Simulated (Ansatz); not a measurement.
La3Ga, space group Pm-3m: an equation of state with a fit, run with Ansatz 0.2.0 through its Python package.

`la3ga.py`:
```python
import warnings

import ansatz as az
import numpy as np
from scipy.optimize import curve_fit

VECTORS = np.array([
    [4.930683, 0.0, 0.0],
    [0.0, 4.930683, 0.0],
    [0.0, 0.0, 4.930683],
])
SITES = [
    ('La', (0.0, 0.5, 0.5)),
    ('La', (0.5, 0.5, 0.0)),
    ('La', (0.5, 0.0, 0.5)),
    ('Ga', (0.0, 0.0, 0.0)),
]


def crystal_on(cell):
    crystal = az.Crystal(lattice=az.Lattice.of(cell))
    for symbol, position in SITES:
        crystal = crystal.atom(symbol, position)
    return crystal

def vinet(v, e0, v0, b0, b1):
    eta = (v / v0) ** (1 / 3)
    return e0 + 2 * b0 * v0 / (b1 - 1) ** 2 * (2 - (5 + 3 * b1 * (eta - 1) - 3 * eta) * np.exp(-1.5 * (b1 - 1) * (eta - 1)))

warnings.simplefilter('ignore', az.DeckWarning)

volumes, energies, pressures = [], [], []
for scale in np.linspace(0.92, 1.08, 7):
    cell = VECTORS * scale ** (1 / 3)
    model = (
        crystal_on(cell).calculation()
        .functional('r2SCAN')
        .basis(21 * az.Ha)
        .occupations('fermi_dirac', width=0.15)
        .kpoints(5, 5, 5)
        .stress()
    )
    r = model.run(threads=1, pin='off').report
    volumes.append(abs(np.linalg.det(cell)) / len(SITES))
    energies.append(r['free_energy_ev'] / len(SITES))
    pressures.append(np.trace(r['stress_gpa']) / 3)
    print(f'V = {volumes[-1]:8.4f} A^3/atom  F = {energies[-1]:.5f} eV/atom  P = {pressures[-1]:8.3f} GPa')

guess = (min(energies), volumes[int(np.argmin(energies))], 0.5, 4.5)
(e0, v0, b0, b1), _ = curve_fit(vinet, np.array(volumes), np.array(energies), p0=guess, maxfev=20000)
print(f'Vinet fit: V0 = {v0:.4f} A^3/atom, B0 = {160.21766 * b0:.1f} GPa, B1 = {b1:.2f}')
print('largest residual', round(1000 * float(np.abs(vinet(np.array(volumes), e0, v0, b0, b1) - energies).max()), 3), 'meV/atom')
```

Its results, one of them left out:

| V (Å³/atom) | F less the lowest row shown (meV/atom) |
| --- | --- |
| 27.571 | ? |
| 28.370 | 14.32 |
| 29.169 | 4.02 |
| 29.968 | 0.00 |
| 30.767 | 1.49 |
| 31.567 | 7.81 |
| 32.366 | 18.37 |

What is the missing energy at 27.571 Å³ an atom?

A third-order Birch-Murnaghan fit, E = E0 + (9 V0 B0 / 16) [(t - 1)³ B' + (t - 1)² (6 - 4t)] with t = (V0/V)^(2/3), through the 6 rows shown gives V0 = 30.137 Å³, B0 = 40.4 GPa, B' = 3.94 and E0 = -0.12 meV. At V = 27.571 Å³, t = 1.06112, and the fit extrapolates to 31.79 meV. The run gave 31.81 meV, a miss of 0.01 meV.

Reading the output:
- The mesh is modest for a metal, so energies can be off by several to tens of meV an atom and pressures by half a GPa or more; differences at equal mesh fare better.
- Pressure is positive in compression.
- This cell is a computed structure, which may not be the phase found in nature.
- It ran for 43 s on 1 thread of Intel(R) Xeon(R) Processor @ 2.30GHz, on a shared host, peak memory 0.94 GiB.
